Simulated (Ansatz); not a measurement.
# AsH (singlet): wave-function methods side by side at distance As1–H2 = 1.830 Å, aug-cc-pVDZ

An exercise on one series of results from a longer session: the logs are not shown, and one member is left open.

Program: Ansatz 0.2.0, Gaussian basis. Level of theory: aug-cc-pVDZ, core rule «outside noble gas», up to 14 orbitals frozen. These are calculated values, not measurements.

The runs, in order: UHF; CCSD(T) on RHF; CCSD(T) on UHF; BCCD(T) on RHF; CISD; CCSDT(Q) on RHF; CCSDT(Q) on UHF; CASSCF and MRCISD+Q, 2 electrons in 2 orbitals; CASSCF and NEVPT2, 2 electrons in 2 orbitals; CASSCF and MRCISD+Q, 6 electrons in 5 orbitals; CASSCF and NEVPT4(SD), 6 electrons in 5 orbitals; CASSCF and NEVPT2, 6 electrons in 5 orbitals; Full CI.

22 further runs of the same task are left out: 1 for a known fault of the program, 15 that didn't finish, 6 set aside as unsound or not needed.

## The geometry

The geometry derives from a PBE0/def2-TZVP stationary point (not a proven minimum). One bond is set to the value named and the two fragments are kept rigid. No spin-orbit coupling is included. The filled d shell of As may be among the frozen orbitals whatever the setting's name suggests; the logs give the count.

2 atoms, charge 0, spin multiplicity 1.

Atoms are counted from 1 here; the program's logs count them from 0.

No contacts short enough for the rule that draws bonds.

The first run:

Contents of in.yaml:

```yaml
crystal:
  periodic: [false, false, false]
  atoms:
    - {symbol: As, position_ang: [0.000000, 0.000000, 0.000000]}
    - {symbol: H, position_ang: [0.000000, 0.000000, 1.830000]}
basis:
  gaussian: {orbitals: aug-cc-pVDZ}
magnetization: {spin_polarized: true, initial_magnetization: 0}
hamiltonian: {xc: hf}
output: {orbitals: {seedname: orbitals}}
```

Launch:

```sh
$ ansatz run in.yaml --threads 1 --pin off --events-out ev --progress --plain --max-ram 2393MiB
```

Steps of the session up to this table: UHF; CCSD(T) on RHF; CCSD(T) on UHF; BCCD(T) on RHF; CISD; CCSDT(Q) on RHF; CCSDT(Q) on UHF; CASSCF and MRCISD+Q, 2 electrons in 2 orbitals; CASSCF and NEVPT2, 2 electrons in 2 orbitals; CASSCF and MRCISD+Q, 6 electrons in 5 orbitals; CASSCF and NEVPT4(SD), 6 electrons in 5 orbitals; CASSCF and NEVPT2, 6 electrons in 5 orbitals; Full CI.

One of the session's tables, all rows but one given; the rest of the session is left out.

| method | from FCI (meV) |
| --- | --- |
| RHF | +3727.6 |
| RMP2 | +1191.8 |
| CISD | +570.4 |
| RCCSD | +341.5 |
| RCCSD(T) | +171.0 |
| BCCD(T) | +173.1 |
| RCCSDT | +16.0 |
| RCCSDT(Q) | -4.9 |
| CASSCF valence | +2479.8 |
| NEVPT2 valence | +612.2 |
| NEVPT4(SD) valence | +51.5 |
| MRCISD valence | ? |
| MRCISD+Q valence | -23.0 |
| FCI | 0 |

Estimate the missing values for MRCISD valence.

The run gave: from FCI (meV): +120.9. In the column «from FCI (meV)» it lies between NEVPT4(SD) valence (+51.5) and RCCSD(T) (+171.0).

Left out of the table: CASSCF pair, NEVPT2 pair, MRCISD pair, MRCISD+Q pair (the active space lost an orbital or holds another state than full CI finds).

Limits of these values: The report flags that the cluster equations may have other roots. Left out of the table: UHF, UMP2, UCCSD, UCCSD(T), UCCSDT, UCCSDT(Q) (another determinant or state than the rows shown). The program flags RCCSDT(Q) as in doubt, so those rows may rest on another solution; read them beside their warnings. RCCSDT(Q), MRCISD+Q valence fall below full CI, which methods that aren't variational can do. Warnings in the runs' records: passed over end.
